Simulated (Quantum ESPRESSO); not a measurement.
## HfB in Quantum ESPRESSO: the effect of functional

Crystal: HfB.

```xyz
2
Lattice="0.0000 2.3100 2.3100 2.3100 0.0000 2.3100 2.3100 2.3100 0.0000" Properties=species:S:1:pos:R:3 pbc="T T T"
Hf    2.3100    2.3100    2.3100
B     0.0000    0.0000    0.0000
```

Alike in all runs:

```yaml
Program: Quantum ESPRESSO 7.5
Task: phonon dispersion
Cutoff: 612 eV
Density_cutoff: 4898 eV
k_mesh: 8 × 8 × 8
Occupations: cold, width 0.2 eV
Spin: no spin polarisation
```

Each run relaxes the cell or the atoms first.

| functional | potentials or basis | relaxed volume (Å³/atom) | highest phonon frequency (cm⁻¹) |
| --- | --- | --- | --- |
| LDA | GBRV 1.5 LDA | 13.45 | 575 |
| PBE | GBRV 1.5 PBE | ? | ? |
| PBEsol | GBRV 1.5 PBEsol | 13.77 | 563 |

Q: What does the run with functional PBE give?

A: Relaxed volume 14.15 Å³/atom; highest phonon frequency 549 cm⁻¹.

Caveats: the mesh is thin for the phonons of a metal.
